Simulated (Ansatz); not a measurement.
Debugging an equation of state with a fit of HgTe, space group I-4m2 (the Ansatz DFT code, driven from Python).

Typed at the interpreter:
```pycon
>>> import ansatz as az
>>> import numpy as np
>>> from pymatgen.analysis.eos import EOS
>>> VECTORS = np.array([
...     [-3.045603, 3.045603, 1.55941],
...     [3.045603, -3.045603, 1.55941],
...     [3.045603, 3.045603, -1.55941],
... ])
>>> SITES = [
...     ("Hg", [0.25, 0.75, 0.5]),
...     ("Te", [0.0, 0.0, 0.0]),
... ]
>>> def on_lattice(cell):
...     crystal = az.Crystal(lattice=az.Lattice.of(cell))
...     for symbol, position in SITES:
...         crystal = crystal.atom(symbol, position)
...     return crystal
...
>>> # scale the volume, keep shape and fractions
>>> volumes, energies, pressures = [], [], []
>>> for scale in np.linspace(0.94, 1.06, 7):
...     cell = VECTORS * scale ** (1 / 3)
...     setup = (
...         on_lattice(cell).calculation()
...         .occupations("Fixed")
...         .pseudopotentials("paw")
...         .functional(az.Functional.R2SCAN)
...         .basis(600)
...         .kpoints(8, 8, 8)
...         .stress()
...     )
...     summary = setup.run().report
...     volumes.append(abs(np.linalg.det(cell)) / len(SITES))
...     energies.append(summary["free_energy_ev"] / len(SITES))
...     pressures.append(np.trace(summary["stress_gpa"]) / 3)
...     print(f"V = {volumes[-1]:8.4f} A^3/atom  F = {energies[-1]:.5f} eV/atom  P = {pressures[-1]:8.3f} GPa")
...
RunWarning: iter 1: σ=0 fill of 18 bands saw a band overlap (occupied 13.7408 eV > unoccupied 10.3429 eV) — on an unconverged iterate often a transient of an unconverged empty band; one that stands at the close is told there (band_overlap_at_count); if the run fails to converge, the spectrum is likely genuinely [...]
RunWarning: the bands overlap at the fill by count (18 filled at each k-point of a channel): the highest filled level, 13.778192 eV at k-index 4, stands 3.4005 eV over the lowest empty one, 10.377649 eV at k-index 54, so that a fill of the lowest levels lies lower and no gap is reported. A metal, or a carrier in a [...]
V =  27.1935 A^3/atom  F = -10411.12736 eV/atom  P =    3.575 GPa
V =  27.7721 A^3/atom  F = -10411.13801 eV/atom  P =    2.354 GPa
V =  28.3506 A^3/atom  F = -10411.14453 eV/atom  P =    1.275 GPa
V =  28.9292 A^3/atom  F = -10411.14737 eV/atom  P =    0.320 GPa
V =  29.5078 A^3/atom  F = -10411.14697 eV/atom  P =   -0.523 GPa
V =  30.0864 A^3/atom  F = -10411.14371 eV/atom  P =   -1.267 GPa
V =  30.6650 A^3/atom  F = -10411.13793 eV/atom  P =   -1.923 GPa
>>> for form in ["murnaghan", "vinet", "birch_murnaghan"]:
...     fit = EOS(eos_name=form).fit(volumes, energies)
...     print(f"{form:18s} V0 {fit.v0:8.4f} A^3/atom  B0 {fit.b0_GPa:7.1f} GPa  B1 {fit.b1:5.2f}")
...
murnaghan          V0  29.1415 A^3/atom  B0    43.1 GPa  B1  5.17
vinet              V0  29.1406 A^3/atom  B0    43.2 GPa  B1  5.26
birch_murnaghan    V0  29.1408 A^3/atom  B0    43.1 GPa  B1  5.24
```

The session ran to its end, but the result can't be trusted. Why?

The fault: fixed occupations, though the bands overlap at this level of theory. The correction:

```diff
--- before
+++ after
@@
         on_lattice(cell).calculation()
-        .occupations("Fixed")
+        .occupations("fermi_dirac", width=0.1)
         .pseudopotentials("paw")
```

At the Python prompt:
```pycon
[earlier lines as before]
>>> for scale in np.linspace(0.94, 1.06, 7):
...     cell = VECTORS * scale ** (1 / 3)
...     setup = (
...         on_lattice(cell).calculation()
...         .occupations("fermi_dirac", width=0.1)
...         .pseudopotentials("paw")
...         .functional(az.Functional.R2SCAN)
...         .basis(600)
...         .kpoints(8, 8, 8)
...         .stress()
...     )
...     summary = setup.run().report
...     volumes.append(abs(np.linalg.det(cell)) / len(SITES))
...     energies.append(summary["free_energy_ev"] / len(SITES))
...     pressures.append(np.trace(summary["stress_gpa"]) / 3)
...     print(f"V = {volumes[-1]:8.4f} A^3/atom  F = {energies[-1]:.5f} eV/atom  P = {pressures[-1]:8.3f} GPa")
...
V =  27.1935 A^3/atom  F = -10411.34101 eV/atom  P =    1.614 GPa
V =  27.7721 A^3/atom  F = -10411.34473 eV/atom  P =    0.469 GPa
V =  28.3506 A^3/atom  F = -10411.34457 eV/atom  P =   -0.535 GPa
V =  28.9292 A^3/atom  F = -10411.34102 eV/atom  P =   -1.414 GPa
V =  29.5078 A^3/atom  F = -10411.33449 eV/atom  P =   -2.184 GPa
V =  30.0864 A^3/atom  F = -10411.32536 eV/atom  P =   -2.857 GPa
V =  30.6650 A^3/atom  F = -10411.31396 eV/atom  P =   -3.444 GPa
>>> for form in ["murnaghan", "vinet", "birch_murnaghan"]:
...     fit = EOS(eos_name=form).fit(volumes, energies)
...     print(f"{form:18s} V0 {fit.v0:8.4f} A^3/atom  B0 {fit.b0_GPa:7.1f} GPa  B1 {fit.b1:5.2f}")
...
murnaghan          V0  28.0319 A^3/atom  B0    49.0 GPa  B1  5.64
vinet              V0  28.0333 A^3/atom  B0    48.9 GPa  B1  5.34
birch_murnaghan    V0  28.0330 A^3/atom  B0    48.9 GPa  B1  5.41
```

Notes:
- Total energies depend on the potentials; only differences at equal settings carry meaning.
- Shape and fractional positions are held along the curve, so the bulk modulus is an upper value where they are free to relax.
- Pressure is positive in compression.
- Spin-orbit coupling, which matters for elements this heavy, is left out.
- This cell is a computed structure, which may not be the phase found in nature.
- The whole script took 110 s on 1 thread of Arm Neoverse V2, with other jobs on the host, peak memory 0.86 GiB.
